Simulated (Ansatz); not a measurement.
# AlGeH₅ (singlet): wave-function methods side by side at distance Al2–H7 = 1.974 Å, cc-pVDZ

Aim: climb from Hartree-Fock through coupled cluster and multireference methods for AlGeH₅ (singlet) at one geometry and basis, and see what each rung misses.

Method: cc-pVDZ, core rule «outside noble gas», up to 19 orbitals frozen; program: Ansatz 0.2.0, Gaussian basis.

To be run: UHF; CCSD(T) on RHF; BCCD(T) on RHF; CISD; CCSDT(Q) on RHF; CASSCF and NEVPT2, 2 electrons in 2 orbitals; CASSCF and NEVPT2, 8 electrons in 8 orbitals.

26 further runs of the same task are left out: 1 for a mislabelled method, 18 that didn't finish, 7 set aside as unsound or not needed.

**1. The system**

The geometry derives from a PBE0/def2-TZVP stationary point (not a proven minimum). One bond is set to the value named and the two fragments are kept rigid. No spin-orbit coupling is included. The filled d shell of Ge may be among the frozen orbitals whatever the setting's name suggests; the logs give the count.

7 atoms, charge 0, spin multiplicity 1.

Atoms are counted from 1 here; the program's logs count them from 0.

Bond lengths: Ge1–Al2 2.479 Å, Ge1–H3 1.541 Å, Ge1–H4 1.543 Å, Ge1–H5 1.543 Å, Al2–H6 1.588 Å, Al2–H7 1.974 Å. Angles: Al2–Ge1–H3 113.9°, Al2–Ge1–H4 111.3°, Al2–Ge1–H5 111.3°, H3–Ge1–H4 106.9°, H3–Ge1–H5 106.9°, H4–Ge1–H5 106.0°, Ge1–Al2–H6 121.3°, Ge1–Al2–H7 119.4°, H6–Al2–H7 119.3°.

**2. UHF**

in.yaml

```yaml
crystal:
  periodic: [false, false, false]
  atoms:
    - {symbol: Ge, position_ang: [0.000000, 0.004135, 0.687208]}
    - {symbol: Al, position_ang: [0.000000, 0.004261, -1.791505]}
    - {symbol: H, position_ang: [0.000000, 1.412261, 1.312142]}
    - {symbol: H, position_ang: [1.232737, -0.735515, 1.248279]}
    - {symbol: H, position_ang: [-1.232737, -0.735515, 1.248279]}
    - {symbol: H, position_ang: [0.000000, 1.361411, -2.615534]}
    - {symbol: H, position_ang: [0.000000, -1.714711, -2.761975]}
basis:
  gaussian: {orbitals: cc-pVDZ}
magnetization: {spin_polarized: true, initial_magnetization: 0}
hamiltonian: {xc: hf}
output: {orbitals: {seedname: orbitals}}
```

Run with:

```console
> ansatz run in.yaml --threads 1 --pin off --events-out ev --progress --plain --max-ram 2393MiB
```

The runs that follow: CCSD(T) on RHF; BCCD(T) on RHF; CISD; CCSDT(Q) on RHF; CASSCF and NEVPT2, 2 electrons in 2 orbitals; CASSCF and NEVPT2, 8 electrons in 8 orbitals.

Before running them: what should the planned runs give, taken together? Wanted: RCCSDT(Q) below the RHF energy; RMP2 from RCCSDT(Q); RCCSD from RCCSDT(Q); RCCSD(T) from RCCSDT(Q); NEVPT2 pair from RCCSDT(Q); NEVPT2 frontier from RCCSDT(Q); T1 diagnostic.

**Answer**, as computed:

| quantity | value |
| --- | --- |
| RCCSDT(Q) below the RHF energy | -6.0415 eV |
| RMP2 from RCCSDT(Q) | +1415.3 meV |
| RCCSD from RCCSDT(Q) | +163.4 meV |
| RCCSD(T) from RCCSDT(Q) | +35.2 meV |
| NEVPT2 pair from RCCSDT(Q) | +1328.7 meV |
| NEVPT2 frontier from RCCSDT(Q) | +1305.0 meV |
| levels within 1 kcal/mol (43 meV) | RCCSD(T), BCCD(T), RCCSDT |
| T1 diagnostic | 0.013 |

What this shows: RCCSD(T) lands +35.2 meV from the yardstick (0.6 % of the correlation energy). Of the multireference levels listed NEVPT2 frontier comes nearest in total energy (+1305.0 meV), which doesn't show that its space is the better one. These misses are within one basis, not against nature.
